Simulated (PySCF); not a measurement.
# C2H10BSi− (SMILES CC[BH2-][SiH3]) at 5 levels

We compute a comparison of 5 runs (HF/def2-SVP, B3LYP/6-31G*, BLYP/cc-pVDZ, PBE0/def2-SVP, B3LYP/6-311G**) of C2H10BSi−. 

Program for the calculation: PySCF 2.14.0.

## 1. The system as given

C2H10BSi− has 14 atoms, charge -1, and is taken as a singlet. As SMILES, `CC[BH2-][SiH3]`. The coordinates come from a GFN2-xTB relaxation. This is one conformer, not always the lowest.

Bond lengths: C1–C2 1.528 Å, C2–B3 1.660 Å, B3–Si4 1.975 Å, C1–H5 1.099 Å, C1–H6 1.091 Å, C1–H7 1.091 Å, C2–H8 1.099 Å, C2–H9 1.099 Å, B3–H10 1.229 Å, B3–H11 1.228 Å, Si4–H12 1.498 Å, Si4–H13 1.498 Å, Si4–H14 1.498 Å. Some angles: C1–C2–B3 113.5°, C2–B3–Si4 110.0°, C1–C2–H8 107.8°, C1–C2–H9 107.8°, B3–C2–H8 110.8°, B3–C2–H9 110.8°, C2–C1–H5 112.8°, C2–C1–H6 110.2°, C2–C1–H7 110.2°, C2–B3–H10 108.9°.

## 2. Energy and gradient at HF/def2-SVP (run 1)

input.xyz

```xyz
14

C     -0.845240     1.995410     0.161270
C     -0.741110     0.490930    -0.081980
B      0.785630    -0.113290     0.159590
Si     0.805880    -2.057970    -0.182770
H     -1.862410     2.381540     0.009080
H     -0.544660     2.232630     1.182430
H     -0.177340     2.532380    -0.513280
H     -1.082770     0.291840    -1.107860
H     -1.466420    -0.006940     0.577390
H      1.132270     0.128300     1.313260
H      1.567640     0.465060    -0.590310
H      2.083820    -2.824110    -0.028990
H     -0.072840    -2.949860     0.639590
H      0.417540    -2.565920    -1.537430
```

run.py

```python
# CC[BH2-][SiH3]
import pyscf.grad
from pyscf import gto

mol = gto.M(
    atom='input.xyz',
    verbose=4,
    charge=-1,
    max_memory=1860,
    spin=0,
    basis='def2-svp',
)

myscf = mol.RHF()
myscf.conv_tol = 1e-10
myscf.kernel()
if not myscf.converged:
    myscf = myscf.newton().run(myscf.mo_coeff, myscf.mo_occ)

energy = myscf.e_tot
print('E(%s) = %.9f' % ('HF', energy))
grad = myscf.Gradients().kernel()
dip = myscf.dip_moment()
pop, q = myscf.mulliken_pop()
```

Run with:

```
$ OMP_NUM_THREADS=1 python run.py
```

Log:

```text
PySCF version 2.14.0

[... 68 lines left out ...]
converged SCF energy = -394.997386095041
[... 13 lines left out ...]
WARN: System has nonzero charge -1; the dipole moment is origin-dependent.
[... 2 lines left out ...]
Dipole moment(X, Y, Z, Debye): -3.12632,  3.45643, -0.10562
[... 86 lines left out ...]
pop of  9 H 1s            0.73842
pop of  9 H 2s            0.45804
pop of  9 H 2px           0.00185
pop of  9 H 2py           0.00216
pop of  9 H 2pz           0.00796
pop of  10 H 1s           0.73858
pop of  10 H 2s           0.45783
pop of  10 H 2px          0.00428
pop of  10 H 2py          0.00353
pop of  10 H 2pz          0.00418
pop of  11 H 1s           0.74979
pop of  11 H 2s           0.49037
pop of  11 H 2px          0.00590
pop of  11 H 2py          0.00309
pop of  11 H 2pz          0.00076
pop of  12 H 1s           0.74940
pop of  12 H 2s           0.49020
pop of  12 H 2px          0.00313
pop of  12 H 2py          0.00382
pop of  12 H 2pz          0.00281
pop of  13 H 1s           0.74934
pop of  13 H 2s           0.49010
pop of  13 H 2px          0.00114
pop of  13 H 2py          0.00200
pop of  13 H 2pz          0.00662
 ** Mulliken atomic charges  **
charge of    0C =     -0.00070
charge of    1C =     -0.17994
charge of    2B =     -0.02778
charge of    3Si =      0.49882
charge of    4H =     -0.03950
charge of    5H =     -0.00965
charge of    6H =     -0.01012
charge of    7H =     -0.03297
charge of    8H =     -0.03284
charge of    9H =     -0.20843
charge of   10H =     -0.20840
charge of   11H =     -0.24991
charge of   12H =     -0.24937
charge of   13H =     -0.24920
```

It took 14 s on 1 thread of Intel Xeon at 2.70GHz, shared host; peak memory 0.26 GiB.

## 3. Energy and forces at B3LYP/6-31G(d) (Cartesian functions) (run 2)

job.py

```python
from pyscf import gto, dft

mol = gto.Mole()
mol.atom = [
    ('C', (-0.845240, 1.995410, 0.161270)),
    ('C', (-0.741110, 0.490930, -0.081980)),
    ('B', (0.785630, -0.113290, 0.159590)),
    ('Si', (0.805880, -2.057970, -0.182770)),
    ('H', (-1.862410, 2.381540, 0.009080)),
    ('H', (-0.544660, 2.232630, 1.182430)),
    ('H', (-0.177340, 2.532380, -0.513280)),
    ('H', (-1.082770, 0.291840, -1.107860)),
    ('H', (-1.466420, -0.006940, 0.577390)),
    ('H', (1.132270, 0.128300, 1.313260)),
    ('H', (1.567640, 0.465060, -0.590310)),
    ('H', (2.083820, -2.824110, -0.028990)),
    ('H', (-0.072840, -2.949860, 0.639590)),
    ('H', (0.417540, -2.565920, -1.537430)),
]
mol.charge = -1
mol.max_memory = 1860
mol.basis = '6-31g*'
mol.cart = True
mol.verbose = 3
mol.build()

myscf = dft.RKS(mol, xc='b3lyp')
myscf.conv_tol = 1e-10
myscf.grids.level = 5
myscf.kernel()
if not myscf.converged:
    myscf = myscf.newton().run(myscf.mo_coeff, myscf.mo_occ)

e_final = myscf.e_tot
print(f'total energy: {e_final:.8f} hartree')
grad = myscf.nuc_grad_method().kernel()
myscf.analyze()
```

Run with:

```
$ OMP_NUM_THREADS=1 python job.py
```

Log:

```text
converged SCF energy = -396.601275713303
[... 13 lines left out ...]
MO #4   energy= -6.47868871513415  occ= 2
[... 5 lines left out ...]
MO #10  energy= -0.432585250671186 occ= 2
[... 5 lines left out ...]
MO #16  energy= -0.172521864974243 occ= 2
[... 5 lines left out ...]
MO #22  energy= 0.240106455217495  occ= 0
[... 5 lines left out ...]
MO #28  energy= 0.318373485193992  occ= 0
[... 5 lines left out ...]
MO #34  energy= 0.428553635491433  occ= 0
[... 5 lines left out ...]
MO #40  energy= 0.682287350393643  occ= 0
[... 5 lines left out ...]
MO #46  energy= 0.846177405379316  occ= 0
[... 5 lines left out ...]
MO #52  energy= 1.0308070816508    occ= 0
[... 5 lines left out ...]
MO #58  energy= 1.13917849602987   occ= 0
[... 5 lines left out ...]
MO #64  energy= 1.44455655734519   occ= 0
MO #65  energy= 1.56571680631503   occ= 0
MO #66  energy= 1.59004900648479   occ= 0
MO #67  energy= 1.72543088352501   occ= 0
MO #68  energy= 1.80487647200395   occ= 0
MO #69  energy= 1.90074254517903   occ= 0
MO #70  energy= 1.906497355869     occ= 0
MO #71  energy= 2.0083235449971    occ= 0
MO #72  energy= 2.05997601470473   occ= 0
MO #73  energy= 2.15784237135762   occ= 0
MO #74  energy= 2.23895718844752   occ= 0
MO #75  energy= 2.25316216952022   occ= 0
MO #76  energy= 2.49416609719701   occ= 0
MO #77  energy= 2.51130437022649   occ= 0
MO #78  energy= 2.5153791705061    occ= 0
MO #79  energy= 2.63088825856326   occ= 0
MO #80  energy= 2.82766306451362   occ= 0
MO #81  energy= 3.14393772643086   occ= 0
MO #82  energy= 3.79938616052537   occ= 0
MO #83  energy= 4.36224075358393   occ= 0
MO #84  energy= 4.60762649579868   occ= 0
 ** Mulliken atomic charges  **
charge of    0C =     -0.27624
charge of    1C =     -0.21920
charge of    2B =     -0.53681
charge of    3Si =      0.29258
charge of    4H =      0.05053
charge of    5H =      0.07698
charge of    6H =      0.07672
charge of    7H =      0.05005
charge of    8H =      0.05009
charge of    9H =     -0.05678
charge of   10H =     -0.05678
charge of   11H =     -0.14809
charge of   12H =     -0.15161
charge of   13H =     -0.15143

WARN: System has nonzero charge -1; the dipole moment is origin-dependent.
Location of origin: [0. 0. 0.]

Dipole moment(X, Y, Z, Debye): -3.07796,  3.64672, -0.05984
```

Run time: 43 s. Hardware: 1 thread of Intel Xeon at 2.70GHz, shared host; peak memory 0.86 GiB.

Run 3 isn't shown in full; the table further down has it.

## 4. Energy and gradient at PBE0/def2-SVP (run 4)

mol.xyz

```xyz
14
C2H10BSi
C     -0.845240     1.995410     0.161270
C     -0.741110     0.490930    -0.081980
B      0.785630    -0.113290     0.159590
Si     0.805880    -2.057970    -0.182770
H     -1.862410     2.381540     0.009080
H     -0.544660     2.232630     1.182430
H     -0.177340     2.532380    -0.513280
H     -1.082770     0.291840    -1.107860
H     -1.466420    -0.006940     0.577390
H      1.132270     0.128300     1.313260
H      1.567640     0.465060    -0.590310
H      2.083820    -2.824110    -0.028990
H     -0.072840    -2.949860     0.639590
H      0.417540    -2.565920    -1.537430
```

input.py

```python
# CC[BH2-][SiH3]
from pyscf import gto, dft

mol = gto.M(
    atom='mol.xyz',
    verbose=4,
    spin=0,
    charge=-1,
    max_memory=1860,
    basis='def2-svp',
)

mf = dft.RKS(mol, xc='pbe0')
mf.grids.level = 5
mf.conv_tol = 1e-10
mf.kernel()
if not mf.converged:
    mf = mf.newton().run(mf.mo_coeff, mf.mo_occ)

e_final = mf.e_tot
print(f'total energy: {e_final:.8f} hartree')
grad = mf.nuc_grad_method().kernel()
dip = mf.dip_moment()
pop, q = mf.mulliken_pop()
```

Run with:

```
$ OMP_NUM_THREADS=1 python input.py
```

Log:

```text
PySCF version 2.14.0

[... 81 lines left out ...]
converged SCF energy = -396.162026986954
total energy: -396.16202699 hartree
[... 13 lines left out ...]
WARN: System has nonzero charge -1; the dipole moment is origin-dependent.
[... 2 lines left out ...]
Dipole moment(X, Y, Z, Debye): -3.11127,  3.53041, -0.08788
[... 86 lines left out ...]
pop of  9 H 1s            0.71949
pop of  9 H 2s            0.40091
pop of  9 H 2px           0.00220
pop of  9 H 2py           0.00264
pop of  9 H 2pz           0.00669
pop of  10 H 1s           0.71963
pop of  10 H 2s           0.40048
pop of  10 H 2px          0.00394
pop of  10 H 2py          0.00354
pop of  10 H 2pz          0.00407
pop of  11 H 1s           0.73296
pop of  11 H 2s           0.42639
pop of  11 H 2px          0.00483
pop of  11 H 2py          0.00296
pop of  11 H 2pz          0.00123
pop of  12 H 1s           0.73275
pop of  12 H 2s           0.42674
pop of  12 H 2px          0.00290
pop of  12 H 2py          0.00347
pop of  12 H 2pz          0.00268
pop of  13 H 1s           0.73271
pop of  13 H 2s           0.42670
pop of  13 H 2px          0.00151
pop of  13 H 2py          0.00219
pop of  13 H 2pz          0.00535
 ** Mulliken atomic charges  **
charge of    0C =     -0.04143
charge of    1C =     -0.11034
charge of    2B =     -0.18478
charge of    3Si =      0.17725
charge of    4H =     -0.03272
charge of    5H =     -0.00050
charge of    6H =     -0.00090
charge of    7H =     -0.01890
charge of    8H =     -0.01872
charge of    9H =     -0.13192
charge of   10H =     -0.13165
charge of   11H =     -0.16836
charge of   12H =     -0.16855
charge of   13H =     -0.16847
```

Run time: 53 s. Hardware: 1 thread of Intel Xeon at 2.70GHz, shared host; peak memory 1.1 GiB.

## 5. Energy and gradient at B3LYP/6-311G(d,p) (run 5)

run.py

```python
from pyscf import gto, dft

system = gto.Mole()
system.atom = '''
C     -0.845240     1.995410     0.161270
C     -0.741110     0.490930    -0.081980
B      0.785630    -0.113290     0.159590
Si     0.805880    -2.057970    -0.182770
H     -1.862410     2.381540     0.009080
H     -0.544660     2.232630     1.182430
H     -0.177340     2.532380    -0.513280
H     -1.082770     0.291840    -1.107860
H     -1.466420    -0.006940     0.577390
H      1.132270     0.128300     1.313260
H      1.567640     0.465060    -0.590310
H      2.083820    -2.824110    -0.028990
H     -0.072840    -2.949860     0.639590
H      0.417540    -2.565920    -1.537430
'''
system.max_memory = 1860
system.verbose = 4
system.basis = '6-311g**'
system.charge = -1
system.build()

calc0 = dft.RKS(system, xc='b3lyp')
calc0.conv_tol = 1e-10
calc0.grids.level = 5
calc0.kernel()
if not calc0.converged:
    calc0 = calc0.newton().run(calc0.mo_coeff, calc0.mo_occ)

e_final = calc0.e_tot
print('E = %.10f Eh' % e_final)
grad = calc0.nuc_grad_method().kernel()
dip = calc0.dip_moment()
pop, q = calc0.mulliken_pop()
```

Run with:

```
$ OMP_NUM_THREADS=1 python run.py
```

Log:

```text
PySCF version 2.14.0

[... 82 lines left out ...]
converged SCF energy = -396.67034225743
[... 14 lines left out ...]
WARN: System has nonzero charge -1; the dipole moment is origin-dependent.
[... 2 lines left out ...]
Dipole moment(X, Y, Z, Debye): -3.08980,  3.56541, -0.07705
[... 116 lines left out ...]
pop of  9 H 2pz           0.00651
pop of  10 H 1s           0.26473
pop of  10 H 2s           0.51980
pop of  10 H 3s           0.35722
pop of  10 H 2px          0.00424
pop of  10 H 2py          0.00413
pop of  10 H 2pz          0.00440
pop of  11 H 1s           0.25672
pop of  11 H 2s           0.58810
pop of  11 H 3s           0.36903
pop of  11 H 2px          0.00610
pop of  11 H 2py          0.00342
pop of  11 H 2pz          0.00131
pop of  12 H 1s           0.25683
pop of  12 H 2s           0.58609
pop of  12 H 3s           0.37502
pop of  12 H 2px          0.00351
pop of  12 H 2py          0.00407
pop of  12 H 2pz          0.00324
pop of  13 H 1s           0.25680
pop of  13 H 2s           0.58613
pop of  13 H 3s           0.37494
pop of  13 H 2px          0.00168
pop of  13 H 2py          0.00241
pop of  13 H 2pz          0.00673
 ** Mulliken atomic charges  **
charge of    0C =     -0.29122
charge of    1C =     -0.30166
charge of    2B =     -0.14342
charge of    3Si =      0.43765
charge of    4H =      0.04069
charge of    5H =      0.07653
charge of    6H =      0.07605
charge of    7H =      0.04828
charge of    8H =      0.04846
charge of    9H =     -0.15470
charge of   10H =     -0.15452
charge of   11H =     -0.22468
charge of   12H =     -0.22877
charge of   13H =     -0.22869
```

Run time: 84 s. Hardware: 1 thread of Intel Xeon at 2.70GHz, shared host; peak memory 1.6 GiB.

## 6. All runs side by side

```
run                               level  Cartesian functions  integration grid  energy (Eh)  HOMO energy (eV)  LUMO energy (eV)  HOMO–LUMO gap (eV)  wall time
  1                         HF/def2-SVP                   no                 –  -394.997386             -4.73              8.96               13.69       14 s
  2  B3LYP/6-31G* (Cartesian functions)                  yes                 5  -396.601276             -1.53              6.53                8.06       43 s
  3                        BLYP/cc-pVDZ                   no                 5  -396.482303             -0.61              5.31                5.92       58 s
  4                       PBE0/def2-SVP                   no                 5  -396.162027             -1.96              6.07                8.03       53 s
  5                      B3LYP/6-311G**                   no                 5  -396.670342             -1.94              5.18                7.11       84 s
```

## 7. What came out

| quantity | value |
| --- | --- |
| run 5: total energy | -396.67034 Eh |
| run 5: HOMO energy | -1.94 eV |
| run 5: LUMO energy | 5.18 eV |
| run 5: HOMO–LUMO gap (to an unbound level, set by the basis) | 7.11 eV |
| run 5: largest force on an atom | 1.128 eV/Å |

What this shows: The HOMO–LUMO gap runs from 5.92 eV (BLYP/cc-pVDZ) to 13.69 eV (HF/def2-SVP). The two ends differ in method and basis. The empty levels of an anion lie above zero and hang on the basis. Totals of different functionals can't be ranked against each other. All runs together took 4.2 min, the longest 84 s.
